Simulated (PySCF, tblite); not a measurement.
# C3H13AsN2Si2: geometry, infrared bands and NMR shifts

Wanted: the infrared bands and NMR shifts of C3H13AsN2Si2 (`C=N[Si@@]([AsH2])(C[SiH3])NC`), by calculation.

Computed with tblite 0.8.0 and PySCF 2.14.0, with density-fitted response routines of our own, on a single molecule in the gas phase. Atoms are numbered from 0 throughout.

## (1) The molecule as given

21 atoms, charge 0, multiplicity 1; geometry from: force field or distance geometry start.

Bonds of the start (Å): C0–N1 1.28, N1–Si2 1.79, Si2–As3 2.31, Si2–C4 1.88, C4–Si5 1.85, Si2–N6 1.72, N6–C7 1.41, C0–H8 1.08, C0–H9 1.10, As3–H10 1.58, As3–H11 1.56, C4–H12 1.12, C4–H13 1.10, Si5–H14 1.48, Si5–H15 1.47, Si5–H16 1.46, N6–H17 1.02, C7–H18 1.10, C7–H19 1.10, C7–H20 1.11.

## (2) Geometry optimisation with GFN2-xTB

What the job is given:

```
{"job": {"kind": "relax", "xc": "GFN2-xTB", "basis": "xTB"}, "charge": 0, "multiplicity": 1}
C     -0.081300    -2.165400     1.788100
N     -0.752400    -1.444400     0.976600
Si     0.005700    -0.379100    -0.240900
As     0.460200    -1.719600    -2.064900
C     -1.391100     0.762200    -0.769200
Si    -1.935200     1.761900     0.687700
N      1.366500     0.395900     0.476600
C      2.450200     0.798900    -0.335300
H      1.000200    -2.222100     1.839600
H     -0.645500    -2.785000     2.507000
H     -0.271400    -3.100800    -1.850400
H     -0.219500    -1.083000    -3.313800
H     -2.244900     0.084200    -1.020500
H     -1.132600     1.351100    -1.666400
H     -1.535200     1.150400     1.977700
H     -1.346700     3.104200     0.560600
H     -3.385600     1.903800     0.664500
H      1.258000     0.842100     1.392100
H      2.917800    -0.039800    -0.879000
H      2.234500     1.589600    -1.064900
H      3.239300     1.211800     0.334400
```

Command:

```console
$ OMP_NUM_THREADS=1 python probes_run.py task.json out
```

This one command runs all jobs of the session in turn.

The log of the run:

```text
step      E/eV     max force
  0    -671.42974    2.040
  1    -671.65245    1.694
  2    -671.80584    1.170
  3    -671.96329    1.281
  4    -672.11546    1.056
  5    -672.16393    0.547
  6    -672.20402    0.373
  7    -672.22407    0.409
  8    -672.24061    0.336
  9    -672.25359    0.265
 10    -672.26298    0.219
 11    -672.27042    0.238
 12    -672.27775    0.195
 13    -672.28343    0.214
 14    -672.28770    0.164
 15    -672.29072    0.131
 16    -672.29285    0.145
 17    -672.29453    0.102
 18    -672.29587    0.087
 19    -672.29697    0.078
 20    -672.29812    0.101
 21    -672.29947    0.103
 22    -672.30122    0.135
 23    -672.30366    0.136
 24    -672.30707    0.139
 25    -672.31134    0.169
 26    -672.31595    0.182
 27    -672.32037    0.182
 28    -672.32416    0.155
 29    -672.32736    0.134
 30    -672.33020    0.119
 31    -672.33270    0.152
 32    -672.33496    0.123
 33    -672.33702    0.115
 34    -672.33888    0.114
 35    -672.34085    0.153
 36    -672.34336    0.137
 37    -672.34686    0.085
 38    -672.34796    0.082
 39    -672.34906    0.078
 40    -672.34993    0.078
 41    -672.35120    0.105
 42    -672.35268    0.114
 43    -672.35433    0.130
 44    -672.35614    0.106
 45    -672.35781    0.106
 46    -672.35953    0.090
 47    -672.36082    0.075
 48    -672.36169    0.069
 49    -672.36238    0.087
 50    -672.36338    0.091
 51    -672.36525    0.114
 52    -672.36718    0.107
 53    -672.36862    0.084
 54    -672.36968    0.083
 55    -672.37076    0.072
 56    -672.37209    0.092
 57    -672.37362    0.088
 58    -672.37495    0.095
 59    -672.37593    0.090
 60    -672.37675    0.072
 61    -672.37784    0.068
 62    -672.37877    0.067
 63    -672.37968    0.069
 64    -672.38046    0.075
 65    -672.38133    0.082
 66    -672.38234    0.080
 67    -672.38353    0.079
 68    -672.38478    0.093
 69    -672.38587    0.070
 70    -672.38673    0.075
 71    -672.38748    0.068
 72    -672.38825    0.089
 73    -672.38902    0.095
 74    -672.38971    0.068
 75    -672.39031    0.057
 76    -672.39085    0.047
 77    -672.39125    0.058
 78    -672.39188    0.053
 79    -672.39255    0.055
 80    -672.39322    0.052
 81    -672.39378    0.051
 82    -672.39433    0.059
 83    -672.39489    0.053
 84    -672.39545    0.066
 85    -672.39597    0.055
 86    -672.39639    0.038
 87    -672.39673    0.044
 88    -672.39707    0.043
 89    -672.39747    0.055
 90    -672.39795    0.052
 91    -672.39843    0.041
 92    -672.39882    0.037
 93    -672.39912    0.046
 94    -672.39941    0.047
 95    -672.39977    0.044
 96    -672.40014    0.042
 97    -672.40040    0.032
 98    -672.40056    0.029
 99    -672.40070    0.027
100    -672.40086    0.030
101    -672.40103    0.028
102    -672.40116    0.023
103    -672.40125    0.022
104    -672.40135    0.024
105    -672.40150    0.035
106    -672.40177    0.044
107    -672.40213    0.048
108    -672.40249    0.033
109    -672.40280    0.034
110    -672.40305    0.038
111    -672.40329    0.032
112    -672.40353    0.033
113    -672.40374    0.037
114    -672.40394    0.034
115    -672.40412    0.030
116    -672.40434    0.031
117    -672.40456    0.033
118    -672.40475    0.027
119    -672.40489    0.027
120    -672.40499    0.024
121    -672.40509    0.022
122    -672.40518    0.018
123    -672.40526    0.019
124    -672.40532    0.017
125    -672.40537    0.018
126    -672.40543    0.018
127    -672.40549    0.018
128    -672.40554    0.016
129    -672.40558    0.017
130    -672.40562    0.016
131    -672.40565    0.009
```

It took 2.5 s on 1 thread of Arm Neoverse N1, shared host; peak memory 0.18 GiB.

Step by step: (not every step is listed)

```tsv
step	energy from step 0 (eV)	largest force (eV/Å)
0	0.0000	2.0399
1	-0.2227	1.6942
2	-0.3761	1.1697
3	-0.5335	1.2808
4	-0.6857	1.0562
5	-0.7342	0.5468
6	-0.7743	0.3733
7	-0.7943	0.4094
8	-0.8109	0.3361
19	-0.8672	0.0779
30	-0.9005	0.1194
41	-0.9215	0.1049
52	-0.9374	0.1071
63	-0.9499	0.0693
74	-0.9600	0.0679
85	-0.9662	0.0553
96	-0.9704	0.0418
107	-0.9724	0.0478
118	-0.9750	0.0270
126	-0.9757	0.0182
127	-0.9757	0.0180
128	-0.9758	0.0162
129	-0.9758	0.0173
130	-0.9759	0.0162
131	-0.9759	0.0085
```

Distances of close pairs at the start and the end, largest changes first:

```tsv
bond	before (Å)	after (Å)	change (Å)
As3–H10	1.578	1.496	-0.082
N1–Si2	1.787	1.733	-0.054
As3–H11	1.558	1.507	-0.051
C4–Si5	1.849	1.894	+0.045
Si2–C4	1.880	1.918	+0.038
N6–C7	1.413	1.444	+0.031
C4–H12	1.119	1.089	-0.030
C0–N1	1.276	1.248	-0.028
```

The next job starts from the end point, and lists it.

## (3) Infrared spectrum with GFN2-xTB

What the job is given:

```
{"job": {"kind": "ir", "xc": "GFN2-xTB", "basis": "xTB"}, "charge": 0, "multiplicity": 1}
C     -0.170765    -2.101440     2.013821
N     -0.603409    -1.770992     0.890425
Si     0.057851    -0.668838    -0.272040
As     0.785966    -1.918975    -2.099072
C     -1.420564     0.487609    -0.664517
Si    -1.846891     1.743638     0.686817
N      1.451199     0.156077     0.358647
C      2.316730     0.947490    -0.483931
H      0.733266    -1.693467     2.474721
H     -0.711560    -2.844012     2.595485
H     -0.537094    -2.605976    -2.220482
H      0.298765    -0.867333    -3.062768
H     -2.293542    -0.132367    -0.864318
H     -1.199879     1.016808    -1.593265
H     -2.048102     1.061674     1.967584
H     -0.744784     2.705704     0.831275
H     -3.059396     2.481979     0.321799
H      1.328654     0.590476     1.262249
H      2.439321     0.427258    -1.437762
H      1.916300     1.947991    -0.685604
H      3.299014     1.053639    -0.019536
```

The log of the run:

```text
mode    cm-1     km/mol
  1      27.4      0.45
  2      51.8      0.57
  3      62.3      1.63
  4      74.6      1.29
  5      82.4      0.71
  6     100.0      0.54
  7     103.6      2.66
  8     121.9      2.91
  9     141.0      2.75
 10     162.0      9.62
 11     179.5     15.96
 12     208.2     19.31
 13     294.1      7.57
 14     325.1     18.44
 15     389.7     15.16
 16     488.3     17.84
 17     490.0     21.17
 18     526.7     64.75
 19     569.9     88.44
 20     625.8     61.70
 21     654.7     46.15
 22     667.2     17.98
 23     686.0     56.28
 24     747.9     26.65
 25     785.6     81.41
 26     793.1    365.56
 27     801.6    354.21
 28     805.0    203.65
 29     817.8    165.85
 30     989.3      7.95
 31    1009.8      8.73
 32    1015.8    153.32
 33    1053.6     23.94
 34    1110.1      3.12
 35    1127.7    111.93
 36    1141.8     84.69
 37    1147.9      4.37
 38    1350.8     48.52
 39    1415.2      0.59
 40    1444.8      0.52
 41    1447.3      2.41
 42    1478.2      2.54
 43    1500.1      1.04
 44    1734.4     55.32
 45    1876.3    683.17
 46    1956.6    580.92
 47    2202.7    344.20
 48    2240.9    399.08
 49    2248.7    210.76
 50    2872.0     83.13
 51    2897.4     58.28
 52    2952.4     36.38
 53    2958.9     45.90
 54    2969.6     55.45
 55    2972.8     42.04
 56    2988.0     21.54
 57    3421.9     16.77
```

Run time: 2.1 s. Hardware: 1 thread of Arm Neoverse N1, shared host; peak memory 0.18 GiB.

Which atoms move in the most intense modes:

```tsv
cm⁻¹	km/mol	atoms
793	365.6	H15 33 %, H14 24 %, H16 16 %
802	354.2	H15 49 %, H16 30 %
805	203.7	C4 25 %, Si2 17 %, H14 14 %, Si5 10 %
1876	683.2	H11 99 %
1957	580.9	H10 99 %
2203	344.2	H15 96 %
2241	399.1	H16 90 %
2249	210.8	H14 91 %
```

## (4) Nuclear shieldings: PBE0/pcSseg-1

The job, as its differences from that of step 3:

```diff
@@ -1,2 +1,2 @@
-{"job": {"kind": "ir", "xc": "GFN2-xTB", "basis": "xTB"}, "charge": 0, "multiplicity": 1}
+{"job": {"kind": "nmr", "xc": "PBE0", "basis": "pcSseg-1"}, "charge": 0, "multiplicity": 1}
 C     -0.170765    -2.101440     2.013821
```

Method: GIAO PBE0/pcSseg-1 NMR shielding, non-relativistic, gas phase.

The log of the run:

```text
coarse grid: 78072 points
cycle   1  E = -3045.3643529496  dE = -2.164e-01  |g| = 8.698e-01  |ddm| = 4.203e+00
cycle   2  E = -3045.2839666432  dE =  8.039e-02  |g| = 9.407e-01  |ddm| = 1.253e+00
cycle   3  E = -3045.4380265634  dE = -1.541e-01  |g| = 2.758e-01  |ddm| = 9.381e-01
cycle   4  E = -3045.4537804454  dE = -1.575e-02  |g| = 7.927e-02  |ddm| = 2.343e-01
cycle   5  E = -3045.4549839175  dE = -1.203e-03  |g| = 1.973e-02  |ddm| = 7.217e-02
cycle   6  E = -3045.4550676806  dE = -8.376e-05  |g| = 4.660e-03  |ddm| = 2.164e-02
cycle   7  E = -3045.4550720989  dE = -4.418e-06  |g| = 1.322e-03  |ddm| = 5.561e-03
final grid: 162376 points
cycle   8  E = -3045.4550142243  dE =  1.607e-07  |g| = 1.713e-03  |ddm| = 4.559e-03
cycle   9  E = -3045.4550135149  dE =  7.094e-07  |g| = 2.446e-03  |ddm| = 4.126e-03
cycle  10  E = -3045.4550149817  dE = -1.467e-06  |g| = 2.485e-04  |ddm| = 2.320e-03
cycle  11  E = -3045.4550149950  dE = -1.338e-08  |g| = 5.425e-05  |ddm| = 2.447e-04
cycle  12  E = -3045.4550149956  dE = -5.330e-10  |g| = 1.290e-05  |ddm| = 4.650e-05
converged SCF energy = -3045.4550149956

GIAO shielding tensors (ppm)
atom      isotropic    diamagn.    paramagn.     s11        s22        s33       span
  0 C       14.089     253.658    -239.569    -81.083     -8.917    132.269    213.352
  1 N     -160.143     334.001    -494.144   -544.376   -193.664    257.610    801.986
  2 Si     346.273     883.560    -537.287    317.617    347.599    373.603     55.986
  3 As    1945.856    2880.923    -935.067   1826.420   1984.964   2026.185    199.765
  4 C      184.374     262.324     -77.950    177.043    179.605    196.474     19.431
  5 Si     430.684     881.080    -450.396    408.830    412.511    470.711     61.881
  6 N      238.446     328.309     -89.863    212.471    224.449    278.418     65.947
  7 C      155.620     244.048     -88.428    134.169    148.617    184.075     49.907
  8 H       23.076      31.972      -8.896     20.687     21.466     27.074      6.387
  9 H       23.105      28.146      -5.041     21.662     22.557     25.097      3.434
 10 H       29.690      30.583      -0.893     22.761     24.328     41.981     19.220
 11 H       29.847      31.415      -1.567     22.695     25.650     41.197     18.502
 12 H       31.166      33.378      -2.212     25.558     30.164     37.775     12.217
 13 H       31.547      34.582      -3.035     26.912     31.311     36.420      9.508
 14 H       28.099      30.659      -2.560     24.020     27.241     33.035      9.014
 15 H       27.923      30.861      -2.939     23.905     27.368     32.495      8.590
 16 H       27.767      29.047      -1.279     23.981     25.188     34.133     10.152
 17 H       31.653      36.980      -5.327     23.493     29.477     41.991     18.498
 18 H       29.217      30.293      -1.076     23.705     30.899     33.047      9.341
 19 H       28.885      30.351      -1.466     23.332     27.590     35.732     12.400
 20 H       28.749      27.863       0.886     23.491     25.966     36.790     13.299
```

Run time: 1.9 min. Hardware: 1 thread of Arm Neoverse N1, shared host; peak memory 1.2 GiB.

The references, computed at this level on geometries of the same kind, shield at (ppm): ¹H TMS 31.72, ¹³C TMS 186.9, ²⁹Si TMS 349.2, ¹⁵N NH3 267.7, ⁷⁵As AsH3 1989. Their shielding less the atom's gives the shift. The references are single molecules in the gas phase, so shifts against H2O, NH3, PH3, H3PO4 or CFCl3 are not on the usual liquid scales and can be off by tens of ppm. Shifts against hydride references such as AlH4− lie on their own scale. Atoms listed in one row are averaged.

```tsv
atoms	environment	σ (ppm)	δ (ppm)
C0	C=N carbon	14.1	172.8
C7	methyl carbon bonded to N	155.6	31.3
C4	sp3 CH2 bonded to 2 Si	184.4	2.6
H8	hydrogen on a C=N carbon	23.08	8.64
H9	hydrogen on a C=N carbon	23.11	8.61
H14, H15, H16	hydrogen on a silicon bonded to C	27.93	3.79
H18, H19, H20	hydrogen on a methyl carbon bonded to N	28.95	2.77
H10, H11	hydrogen on an arsenic bonded to Si	29.77	1.95
H12	hydrogen on an sp3 CH2 bonded to 2 Si	31.17	0.55
H13	hydrogen on an sp3 CH2 bonded to 2 Si	31.55	0.17
H17	hydrogen on a nitrogen bonded to C, Si	31.65	0.06
N1	imine nitrogen	-160.1	427.9
N6	nitrogen bonded to C, Si, H	238.4	29.3
Si2	silicon bonded to C, As, 2 N	346.3	2.9
Si5	silicon bonded to C, 3 H	430.7	-81.5
As3	arsenic bonded to Si, 2 H	1946	43
```

The run also stored atomic charges by several schemes (e):

```tsv
atoms	Mulliken	IAO	Hirshfeld	ESP fit
C0	0.05	-0.08	0.03	0.39
N1	-0.56	-0.53	-0.24	-0.67
Si2	1.12	1.07	0.37	0.82
As3	-0.39	-0.07	0.03	-0.24
C4	-0.84	-0.85	-0.26	-0.48
Si5	0.47	0.60	0.30	0.50
N6	-0.70	-0.69	-0.25	-0.63
C7	-0.11	-0.29	-0.07	-0.26
```

Mayer bond orders: C0–N1 1.96, N1–Si2 0.96, Si2–As3 0.91, Si2–C4 0.87, C4–Si5 0.92, Si2–N6 0.95, N6–C7 0.99.

## (5) Summary of results

| quantity | value |
| --- | --- |
| strongest single infrared mode (GFN2-xTB) | 1876 cm⁻¹, 683 km/mol |
| zero-point energy (GFN2-xTB) | 93.4 kcal/mol |
| ¹³C shifts against TMS (PBE0/pcSseg-1) | 172.8, 31.3, 2.6 ppm |
| ¹H shifts against TMS (PBE0/pcSseg-1, means over atoms taken as alike) | 8.64, 8.61, 3.79, 2.77, 1.95, 0.55, 0.17, 0.06 ppm |
| ¹⁵N shifts against NH3 (PBE0/pcSseg-1) | 427.9, 29.3 ppm |
| ²⁹Si shifts against TMS (PBE0/pcSseg-1) | 2.9, -81.5 ppm |
| ⁷⁵As shifts against AsH3 (PBE0/pcSseg-1) | 43 ppm |

In words: The optimisation took 131 steps and gained 0.976 eV; among the close pairs (by a distance rule), As3–H10 changed most, from 1.578 to 1.496 Å. No mode is imaginary among the 57: a minimum at this level. The strongest single mode, at 1876 cm⁻¹, moves mainly H11. Unscaled tight-binding wavenumbers are off by several per cent, some by more. Its intensities can rank the bands wrongly. At PBE0/pcSseg-1: The largest span, 802 ppm, is at N1, where the paramagnetic term is -494 ppm. Spin-orbit coupling is left out, which matters for shieldings and couplings at and beside the heavy atoms.
